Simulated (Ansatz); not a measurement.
This script drives the Ansatz DFT code, driven from Python.

`adiabatic_csse.py`
```python
"""How CSSe relaxes after losing an electron."""

import itertools

import ansatz as az
from ase.data import atomic_numbers, covalent_radii
import numpy as np


def main() -> None:
    mol = (
        az.Crystal.molecule()
        .atom("S", (1.2654, -1.1237, 0.552))
        .atom("C", (0.0573, -0.0787, 0.0348))
        .atom("Se", (-1.3337, 1.1376, -0.6))
    )

    job = mol.calculation()
    job = job.basis(gaussian="def2-SVP").functional("b3lyp")
    symbols = [site.symbol for site in mol.cartesian_sites]
    start = np.array([site.position_ang for site in mol.cartesian_sites], dtype=float)
    summary = job.relax(force_tolerance=0.01).run(threads=1).report
    end = np.array(summary["positions_ang"])

    minimum = az.Crystal.molecule()
    for symbol, place in zip(symbols, end):
        minimum = minimum.atom(symbol, place.tolist())
    ion = (
        minimum.calculation()
        .basis(gaussian="def2-SVP")
        .functional("b3lyp")
        .charge(1)
        .spin("collinear", total=1)
    )
    vertical = ion.run(threads=1).report
    settled = ion.relax(force_tolerance=0.01, max_steps=80).run(threads=1).report
    print(f"vertical ionisation energy   {vertical['free_energy_ev'] - summary['free_energy_ev']:.3f} eV")
    print(f"adiabatic, no zero point     {settled['free_energy_ev'] - summary['free_energy_ev']:.3f} eV")
    print(f"relaxation energy of the ion {vertical['free_energy_ev'] - settled['free_energy_ev']:.3f} eV")
    ionised = np.array(settled["positions_ang"])
    # pairs closer than 1.2 times the sum of covalent radii, before or after
    radius = [covalent_radii[atomic_numbers[s]] for s in symbols]
    span = lambda where, i, j: np.linalg.norm(where[i] - where[j])
    bonded = [(i, j) for i, j in itertools.combinations(range(len(symbols)), 2) if min(span(end, i, j), span(ionised, i, j)) < 1.2 * (radius[i] + radius[j])]
    print("pair        before    after (A)")
    for i, j in bonded:
        print(f"{symbols[i]}{i}-{symbols[j]}{j}".ljust(10), f"{span(end, i, j):8.4f} {span(ionised, i, j):8.4f}")


if __name__ == "__main__":
    main()
```

It is started by `python adiabatic_csse.py`. Estimate its wall time and peak memory on 1 thread of Arm Neoverse V2, on a shared host.

It took about 3.4 min, with a peak of 0.32 GiB, for 3 runs of the engine.

```console
$ python adiabatic_csse.py
vertical ionisation energy   9.653 eV
adiabatic, no zero point     9.639 eV
relaxation energy of the ion 0.014 eV
pair        before    after (A)
S0-C1        1.5590   1.5403
C1-Se2       1.7039   1.7305
```

The energies are electronic: no zero-point or thermal terms, and the basis set is short of its limit. The product may relax into another structure. Each relaxation finds its nearest minimum, which needn't be the lowest. b3lyp holds the VWN-RPA fit, as in Gaussian; the form of ORCA and Turbomole is b3lyp5.
